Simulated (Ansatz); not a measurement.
# CdH: the cost of one run

Method: DFT unrestricted wB97X-V, Gaussian basis aug-cc-pVTZ-PP-on-Cd, aug-cc-pVTZ, and further levels as typed in the inputs, in Ansatz 0.2.0.

## (1) Starting point

Bond lengths: Cd1–H2 1.749 Å.

Coordinates:

```xyz
2

Cd    0.0000    0.0000   -0.8744
H     0.0000    0.0000    0.8744
```

## (2) Harmonic vibrations: CdH

It takes the final geometry of an earlier run.

The input, input.yaml:

```yaml
crystal:
  periodic: [false, false, false]
  atoms:
    - { symbol: Cd, position_ang: [0.0, 0.0, -0.8743598] }
    - { symbol: H, position_ang: [0.0, 0.0, 0.8743598] }
magnetization:
  spin_polarized: true
  initial_magnetization: 1
basis:
  gaussian: { orbitals: aug-cc-pVTZ-PP-on-Cd_aug-cc-pVTZ.json }
hamiltonian:
  xc: { name: wB97X-V }
phonons: {}
```

Run with:

```bash
$ ansatz run input.yaml --threads 4 --pin off --max-ram 6144MiB --backend cpu --events-out ev --progress --plain --runs-dir out
```

What time and memory should one allow on 4 threads of Arm Neoverse V1, shared host?

About 19 s, with a peak of 0.27 GiB.
